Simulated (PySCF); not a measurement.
**EuB: bond curves at several levels of theory**

One job finds the state of EuB, follows it along the bond with each method and fits the curves.

Computed with PySCF 2.14.0. Level: Eu x2c-SVPall, B x2c-SVPall, spin-free X2C with a Gaussian nucleus.

### Step 1. Set-up

Settings of the job:

```yaml
atoms: Eu, B
charge: 0
basis: Eu x2c-SVPall, B x2c-SVPall
Hamiltonian: spin-free X2C with a Gaussian nucleus
basis_functions: 99
electrons_treated: 68
masses_in_u: 152.9212, 11.0093
levels: PBE0, PBE, r²SCAN, r²SCAN0, BP86, LC-ωPBE, HF, MP2, SCS-MP2, CCSD, CCSD(T)
grid: 80 radial by 434 angular points
occupations: held fixed by the projection of orbital angular momentum
dissociation_limit: Eu + B, each in its ground configuration
starting_distance_in_angstrom: 2.325
values_of_2S_to_try: 6, 8, 10
```

Started as:

```bash
> OMP_NUM_THREADS=2 python dia.py task.json out
```

After this run come: The PBE0 curve of the state that the search chose; Other states along the same grid; PBE; r²SCAN (meta-GGA); r²SCAN0; BP86; LC-ωPBE; UHF (mean field); Adding correlation.

What does the calculation give? Wanted: for each run, Re; ωe; De; μ.

As calculated:

Lowest PBE0 solution found, without spin–orbit coupling: ¹¹Σ⁺ (2S+1 = 11), unpaired electrons σ ↑↑, π ↑↑↑↑, δ ↑↑, φ ↑↑, about 7.0 electrons in the 4f shell (Mulliken). State 2 has its PBE0 minimum 0.49 eV higher, as a spin-mixed determinant (⟨S²⟩ = 21.00), so this is no gap between pure states. State 3 has its PBE0 minimum 0.51 eV higher, as a spin-mixed determinant (⟨S²⟩ = 13.99), so this is no gap between pure states. The other levels ran on the lowest alone.

```csv
level,Re (Å),ωe (cm⁻¹),De (eV),μ (D)
UHF,2.579,384,0.72,-4.06
UHF-SCS-MP2,2.442,419,0.414,n/a
UHF-CCSD,2.440,420,0.70,n/a
UHF-CCSD(T),2.427,432,0.77,n/a
PBE,2.381,451,1.75,-5.00
BP86,2.388,445,1.60,-4.87
r²SCAN,2.374,456,2.08,-5.34
PBE0,2.394,445,1.47,-5.58
r²SCAN0,2.394,440,1.66,-5.75
```

De is counted to Eu + B in their ground configurations. A positive dipole means Eu(−)B(+). No constants: UHF-MP2 (the points don't follow one smooth fit); LC-ωPBE (fits of two degrees disagree).

Bond lengths run from 2.374 Å (r²SCAN) to 2.579 Å (UHF). Among the levels with a De in the table, it runs from 0.414 eV (UHF-SCS-MP2) to 2.08 eV (r²SCAN).

Correlated steps freeze 19 core orbitals. These are scalar-relativistic numbers at best; spin–orbit coupling would shift them, the dissociation energy most. With d or f electrons several states lie close, and the lowest PBE0 determinant need not be the measured ground state. T1 is 0.041 near the minimum (highest on the curve 0.062), which may point to more than one leading configuration. At UHF-SCS-MP2 the stretched side of the curve climbs above De, by a hump or because the determinant held fixed goes to a higher limit. With spin–orbit coupling the term label itself may not hold.
